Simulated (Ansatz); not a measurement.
Runs of Ansatz 0.2.0 on CuI2. The structure is cubic, space group Fm-3m (No. 225). The conventional cell has a = 7.023 Å, b = 7.023 Å, c = 7.023 Å, α = 90.00°, β = 90.00°, γ = 90.00°. Cu (site symmetry m-3m) has 8 I at 3.04 Å as nearest neighbours. I (site symmetry -43m) is surrounded by 4 Cu at 3.04 Å. The cell comes from a database or a generator and needn't be the stable form of this composition.

```csv
level,spin,U,fixed moment (μB),cutoff (eV),hubbard projectors,double counting,gap on the mesh (eV),pressure (GPa),moment (μB)
LDA,off,-,-,420,-,-,none,(a),-
LDA+U,"collinear, ferromagnetic start",Cu d U = 3 eV,-,420,ortho-atomic (the default),fll (the default),none,-1.9,0.00
LDA+U,"collinear, random start",Cu d U = 3 eV,-,420,ortho-atomic (the default),fll (the default),none,-1.9,0.00
r2SCAN+U,"collinear, program default start",Cu d U = 3 eV,-,500,ortho-atomic (the default),fll (the default),none,2.4,0.00
LDA+U,"collinear, program default start",Cu d U = 3 eV,0,420,ortho-atomic (the default),fll (the default),-,-1.9,0.00
```

Alike in all rows: task single point; potentials or basis Ansatz PAW; cell as given; k mesh 5 × 5 × 5; smearing gaussian 0.05 eV.

**Question.** Fill in the values left out.

**Answer.** (a) -2.0.

Caveats: the PAW data sets come from PBE, with cores solved anew for the run's functional, which leaves a small shift of forces and pressure; the magnetic or orbital state may not be the lowest (some runs); the starting moments weren't kept (some runs); an odd number of electrons without spin polarisation forces a metal (some runs); a magnetic or distorted state may lie lower (some runs); semilocal functionals often make such compounds metallic where correlation or magnetic order opens a gap, which also shifts bond lengths (some runs); the total moment is fixed, so each spin has its own Fermi level (some runs).

A k mesh can miss the band edges, and the runs leave out spin-orbit coupling on I.

A gap of «none» marks a metal or a gap under the smearing width.
